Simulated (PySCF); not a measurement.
# FeH4S4 (Fe(SH)4): the cost of one run

Programs: PySCF 2.14.0, with routines of our own; each step states its level. All values are computed. Atoms count from 0.

### 1 The starting structure

9 atoms, charge 0, states of the metal's open shell are computed; geometry from: model geometry, bond lengths from ionic radii.

### 2 Ligand-field states: state-averaged CASSCF

The job: settings as JSON, then the geometry in Å.

```
{"job": {"kind": "lf", "basis": {"metal": "x2c-TZVPall", "ligand": "x2c-SVPall"}, "nevpt": true}, "charge": 0, "metal": "Fe", "open_shell": "d4"}
Fe     0.000000     0.000000     0.000000
S      1.273057     1.273057     1.273058
H      0.484014     2.350776     1.417395
S     -1.273057    -1.273057     1.273058
H     -0.484014    -2.350776     1.417395
S     -1.273057     1.273057    -1.273058
H     -2.350776     0.484014    -1.417395
S      1.273057    -1.273057    -1.273058
H      2.350776    -0.484014    -1.417395
```

With the program's defaults for keys left out, this is: state-averaged CASSCF of the metal d shell, SC-NEVPT2 on the averaged canonical orbitals, state-interaction spin-orbit coupling.

The run is started by

```sh
> OMP_NUM_THREADS=1 python lf_run.py task.json out
```

The driver reads the jobs from task.json and runs them one after another.

Q: Estimate the wall time and peak memory of this first job on 1 thread of Arm Neoverse V1, shared host.

About 17 s, with a peak of 0.33 GiB.
